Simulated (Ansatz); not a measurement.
# C3H7NSi: how energies converge with the basis set

The task here is to estimate one member of a computed series from the others.

Computed with Ansatz 0.2.0, Gaussian basis. Level: one geometry, several basis sets.

Plan: PBE0-D4/def2-SVP; ωB97M-V/def2-SVP; PBE0-D4/def2-QZVPP; ωB97M-V/def2-QZVPP; the functionals' def2-TZVPP values are taken from earlier runs.

## The relaxed structure

The geometry comes from an earlier relaxation with PBE0-D4 in a triple-zeta def2 set; it is a stationary point, not always the lowest conformer.

SMILES `CC[SiH2]C#N`, 12 atoms, charge 0, spin multiplicity 1.

Atoms are counted from 1 here; the program's logs count them from 0.

Bond lengths: C1–C2 1.526 Å, C1–H6 1.092 Å, C1–H7 1.093 Å, C1–H8 1.092 Å, C2–Si3 1.866 Å, C2–H9 1.096 Å, C2–H10 1.095 Å, Si3–C4 1.856 Å, Si3–H11 1.483 Å, Si3–H12 1.482 Å, C4–N5 1.152 Å. Angles: C2–C1–H6 111.1°, C2–C1–H7 111.5°, C2–C1–H8 111.4°, H6–C1–H7 107.6°, H6–C1–H8 107.6°, H7–C1–H8 107.5°, C1–C2–Si3 113.6°, C1–C2–H9 110.8°, C1–C2–H10 110.8°, Si3–C2–H9 107.3°, Si3–C2–H10 107.9°, H9–C2–H10 106.1°, C2–Si3–C4 108.2°, C2–Si3–H11 112.5°, C2–Si3–H12 113.2°, C4–Si3–H11 105.9°, C4–Si3–H12 106.5°, H11–Si3–H12 110.2° and more.

Set-up of the first run:

in.yaml

```yaml
crystal:
  periodic: [false, false, false]
  atoms:
    - {symbol: C, position_ang: [-0.943489, 0.666673, 1.020978]}
    - {symbol: C, position_ang: [0.520448, 0.346969, 0.730710]}
    - {symbol: Si, position_ang: [0.753747, -0.937102, -0.602321]}
    - {symbol: C, position_ang: [-0.055358, -0.316131, -2.153326]}
    - {symbol: N, position_ang: [-0.571692, 0.100923, -3.094967]}
    - {symbol: H, position_ang: [-1.032935, 1.416485, 1.810011]}
    - {symbol: H, position_ang: [-1.490647, -0.221462, 1.346720]}
    - {symbol: H, position_ang: [-1.448640, 1.057291, 0.134675]}
    - {symbol: H, position_ang: [1.024423, -0.022415, 1.631016]}
    - {symbol: H, position_ang: [1.062093, 1.248808, 0.427121]}
    - {symbol: H, position_ang: [0.081430, -2.218644, -0.278255]}
    - {symbol: H, position_ang: [2.177422, -1.176593, -0.938363]}
basis:
  gaussian: {orbitals: def2-SVP}
hamiltonian: {xc: pbe0, dispersion: d4}
output: {orbitals: {seedname: orbitals}}
```

Steps of the session up to this table: PBE0-D4 in def2-SVP; ωB97M-V in def2-SVP; PBE0-D4 in def2-QZVPP; ωB97M-V in def2-QZVPP.

One table of the session follows, with a row left open; its other results are not shown here.

It belongs to the step «Density functionals: the series». 

| functional | basis | HOMO (eV) | LUMO (eV) |
| --- | --- | --- | --- |
| PBE0-D4 | def2-SVP | -9.02 | -0.21 |
| PBE0-D4 | def2-TZVPP | -9.05 | -0.48 |
| PBE0-D4 | def2-QZVPP | ? | ? |
| ωB97M-V | def2-SVP | -11.23 | 1.87 |
| ωB97M-V | def2-TZVPP | -11.28 | 1.40 |
| ωB97M-V | def2-QZVPP | -11.29 | 1.15 |

**Question.** Estimate the row for PBE0-D4, def2-QZVPP.

**Answer.** HOMO (eV): -9.06; LUMO (eV): -0.55. In the column «HOMO (eV)» it lies between ωB97M-V, def2-SVP (-11.23) and PBE0-D4, def2-TZVPP (-9.05).
